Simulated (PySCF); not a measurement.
# WO₂F₂: relaxation and vibrations of the singlet

The task is one start of a wider search on WO₂F₂: the singlet, from a square planar (ligand arrangement 1) start. It is relaxed, tested by its Hessian and followed downhill if it is a saddle.

Computed with PySCF 2.14.0. Level: PBE0, basis W def2-SVP with ECP60, O def2-SVP, F def2-SVP, scalar-relativistic core potentials, no spin–orbit coupling, density fitting.

### Step 1. The starting structure

5 atoms, charge 0, spin multiplicity 1.

Bond lengths: W1–O2 1.770 Å, W1–O3 1.770 Å, W1–F4 2.010 Å, W1–F5 2.010 Å. Angles: O2–W1–O3 90.0°, O2–W1–F4 180.0°, O2–W1–F5 90.0°, O3–W1–F4 90.0°, O3–W1–F5 180.0°, F4–W1–F5 90.0°.

Z-matrix (Å, degrees; charge 0 multiplicity 1):
```
W
O  1 1.7700
O  1 1.7700 2 90.00
F  1 2.0100 3 90.00 2 180.00
F  1 2.0100 2 90.00 3 180.00
```

### Step 2. Relaxation: square planar (ligand arrangement 1) start, singlet

The steps below are one call of a driver around PySCF. For each, scf.py gives the equivalent set-up of the SCF; relaxations use the driver's own optimiser. Before each start the driver seeks the lowest SCF state from one or more starting densities and follows internal instabilities, so scf.py alone need not reach the same state.

The program finds C2v symmetry in the start, which this walk keeps. The walk stops when the largest gradient is under 0.0003 Eh/bohr and the energy has settled too.

scf.py

```python
from pyscf import gto, scf, dft
mol = gto.M(atom='''
W     -0.038891    -0.038891    -0.000000
O     -1.808891    -0.038891    -0.000000
O     -0.038891    -1.808891    -0.000000
F      1.971109    -0.038891     0.000000
F     -0.038891     1.971109    -0.000000''',
    basis={'W': 'def2-SVP', 'O': 'def2-SVP', 'F': 'def2-SVP'},
    ecp={'W': 'def2-SVP'},
    charge=0, spin=0)
mf = dft.RKS(mol, xc='PBE0')
mf.grids.atom_grid = (50, 194)
aux = {'W': 'def2-universal-JKFIT', 'O': 'def2-universal-JKFIT', 'F': 'def2-universal-JKFIT'}
mf = mf.density_fit(auxbasis=aux)
mf.kernel()
```

Further steps of the session: Is it a minimum? Harmonic modes; Following the imaginary mode; Vibrations and properties at this point.

Q: Predict the outcome of this session. Wanted: minimum; geometry; wavenumbers; dipole moment; highest occupied, lowest empty level; polar-tensor charge of W1; zero-point energy; atomisation energy.

**Answer**, as computed:

| quantity | value |
| --- | --- |
| minimum | singlet, C2v |
| geometry | W–F 1.858 Å (×2), W–O 1.692 Å (×2); F–W–F 115.8°, F–W–O 108.7° (×4), O–W–O 105.9° |
| wavenumbers (cm⁻¹) | 162 (a2), 178 (a1), 219 (b2), 262 (b1), 370 (a1), 719 (a1), 728 (b1), 1041 (b2), 1080 (a1) |
| dipole moment | 1.72 D |
| highest occupied, lowest empty level | -9.80, -2.56 eV |
| polar-tensor charge of W1 | +2.60 e |
| zero-point energy | 28.5 kJ/mol |
| entropy at 298.15 K | 326.0 J/(mol K) |
| atomisation energy (no zero-point energy) | 2492 kJ/mol |

From C2v at the start the molecule goes to a C2v minimum, after a stop at a second-order saddle point 416.1 kJ/mol higher, from which it was pushed off along an imaginary mode. In the infrared the band at 1041 cm⁻¹ (b2, stretch) leads. Only this shape and spin were tried, so other structures or states may lie lower. Spin–orbit coupling, left out here, can matter for elements this heavy.
